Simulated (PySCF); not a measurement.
# [Yb(OH)2]+: other functionals and bases at one geometry

How far do other levels of theory move the description of [Yb(OH)2]+, and what does each cost? It is a constructed species; whether it can be made isn't addressed.

Program: PySCF 2.14.0. Level of theory: several levels, as the steps say, no spin–orbit coupling. These are calculated values, not measurements.

6 further runs of the same task are left out: 2 for a known fault of the program, 2 that didn't finish, 2 set aside as unsound or not needed.

## Step 1: Starting geometry

5 atoms, charge 1, spin multiplicity 1.

Bond lengths: Yb1–O2 1.923 Å, Yb1–O4 1.923 Å, O2–H3 0.964 Å, O4–H5 0.964 Å. Angles: O2–Yb1–O4 115.6°, Yb1–O2–H3 166.5°, Yb1–O4–H5 166.5°.

As a file:

```xyz
5
H2O2Yb
Yb   -0.02021   -0.94650    0.07547
O     0.00159    0.20400    1.61612
H     0.01627    0.94489    2.23323
O     0.00159   -0.05467   -1.62803
H     0.01627    0.57908   -2.35475
```

Formal oxidation states: Yb +3. Each metal's 13 4f electrons lie in its core potential, so multiplicities, spins and levels count the valence alone. An earlier session relaxed this geometry at r2SCAN, Yb lcecp-1-SVP with ECP59, O def2-SVP, H def2-SVP (singlet, point group C2v).

At r2SCAN on the finer grid: E = -190.771319 Eh, HOMO -12.45 eV, LUMO -7.52 eV, Mulliken charge on Yb1 +1.37 e, largest force component 0.014 eV/Å. 

Levels to run: TPSSh; HF; BLYP; M06-L; r2SCAN, TZVP. Hardware: 2 threads of AMD EPYC 9R45 (Zen 5), shared host.

## Step 2: TPSSh

The input, run.py (the lines that set the calculation):

```python
mol = gto.M(atom='''
Yb    -0.02021    -0.94650     0.07547
O      0.00159     0.20400     1.61612
H      0.01627     0.94489     2.23323
O      0.00159    -0.05467    -1.62803
H      0.01627     0.57908    -2.35475''',
    basis={'Yb': 'lcecp-1-SVP', 'O': 'def2-SVP', 'H': 'def2-SVP'},
    ecp={'Yb': 'lcecp-1-SVP'},
    charge=1, spin=0)
mf = dft.RKS(mol, xc='TPSSH')
mf.grids.atom_grid = (75, 302)  # f atoms: unpruned, at least (60, 302)
mf = mf.density_fit()  # fitting sets: Yb AutoAux, O def2-universal-JKFIT, H def2-universal-JKFIT
mf.conv_tol = 1e-08; mf.max_cycle = 55
mf.kernel(dm0)  # dm0: the density of the relaxed state
```

Started as:

```sh
> OMP_NUM_THREADS=2 python run.py
```

## Step 3: HF

Changes to run.py (the lines that set the calculation) since step 2:

```diff
@@ -9,4 +9,3 @@
     charge=1, spin=0)
-mf = dft.RKS(mol, xc='TPSSH')
-mf.grids.atom_grid = (75, 302)  # f atoms: unpruned, at least (60, 302)
+mf = scf.RHF(mol)
 mf = mf.density_fit()  # fitting sets: Yb AutoAux, O def2-universal-JKFIT, H def2-universal-JKFIT
```

## Step 4: BLYP

Changes to run.py (the lines that set the calculation) since step 3:

```diff
@@ -9,3 +9,4 @@
     charge=1, spin=0)
-mf = scf.RHF(mol)
+mf = dft.RKS(mol, xc='BLYP')
+mf.grids.atom_grid = (75, 302)  # f atoms: unpruned, at least (60, 302)
 mf = mf.density_fit()  # fitting sets: Yb AutoAux, O def2-universal-JKFIT, H def2-universal-JKFIT
```

## Step 5: M06-L

Changes to run.py (the lines that set the calculation) since step 4:

```diff
@@ -9,3 +9,3 @@
     charge=1, spin=0)
-mf = dft.RKS(mol, xc='BLYP')
+mf = dft.RKS(mol, xc='M06L')
 mf.grids.atom_grid = (75, 302)  # f atoms: unpruned, at least (60, 302)
```

## Step 6: r2SCAN, TZVP

Basis: Yb lcecp-1-TZVP with ECP59, O def2-TZVP, H def2-TZVP. 

The input, run.py (the lines that set the calculation):

```python
mol = gto.M(atom='''
Yb    -0.02021    -0.94650     0.07547
O      0.00159     0.20400     1.61612
H      0.01627     0.94489     2.23323
O      0.00159    -0.05467    -1.62803
H      0.01627     0.57908    -2.35475''',
    basis={'Yb': 'lcecp-1-TZVP', 'O': 'def2-TZVP', 'H': 'def2-TZVP'},
    ecp={'Yb': 'lcecp-1-TZVP'},
    charge=1, spin=0)
mf = dft.RKS(mol, xc='R2SCAN')
mf.grids.atom_grid = (75, 302)  # f atoms: unpruned, at least (60, 302)
mf = mf.density_fit()  # fitting sets: Yb AutoAux, O def2-universal-JKFIT, H def2-universal-JKFIT
mf.conv_tol = 1e-08; mf.max_cycle = 55
mf.kernel(dm0)  # dm0: free metal ions and neutral atoms
```

What does the calculation give? Wanted: for each run, HOMO; gap; charge on Yb1; dipole; largest force.

As calculated:

| level | state | HOMO (eV) | gap (eV) | charge on Yb1 (e) | dipole (D) | largest force (eV/Å) | basis functions | time |
| --- | --- | --- | --- | --- | --- | --- | --- | --- |
| r2SCAN (relaxed here) | singlet | -12.45 | 4.93 | 1.37 | 2.33 | 0.01 | 71 | 7.4 s |
| TPSSh | singlet | -12.83 | 5.21 | 1.36 | 2.31 | 0.10 | 71 | 2.3 s |
| HF | singlet | -17.83 | 12.69 | 1.76 | 3.33 | 1.14 | 71 | 0.8 s |
| BLYP | singlet | -12.03 | 3.79 | 1.21 | 2.00 | 0.45 | 71 | 2 s |
| M06-L | singlet | -12.29 | 5.22 | 1.47 | 2.49 | 0.23 | 71 | 2.6 s |
| r2SCAN, TZVP | singlet | -12.50 | 5.05 | 1.80 | 2.54 | 0.19 | 121 | 7 s |

Times are on 2 threads of AMD EPYC 9R45 (Zen 5), shared host; the first row also made further properties. The dipole of a charged species depends on the origin, so these sizes hold for this origin alone.

In one basis the HOMO–LUMO gap runs from 3.79 eV (BLYP) to 12.69 eV (HF). The largest leftover force, 1.14 eV/Å with HF, stands at a geometry relaxed at another level. The Mulliken charge on Yb spans +1.21 to +1.80 e over the levels. With 4f in the core, its levels are missing from HOMO and gap. Total energies of different levels can't be compared. Spin–orbit coupling is left out throughout.
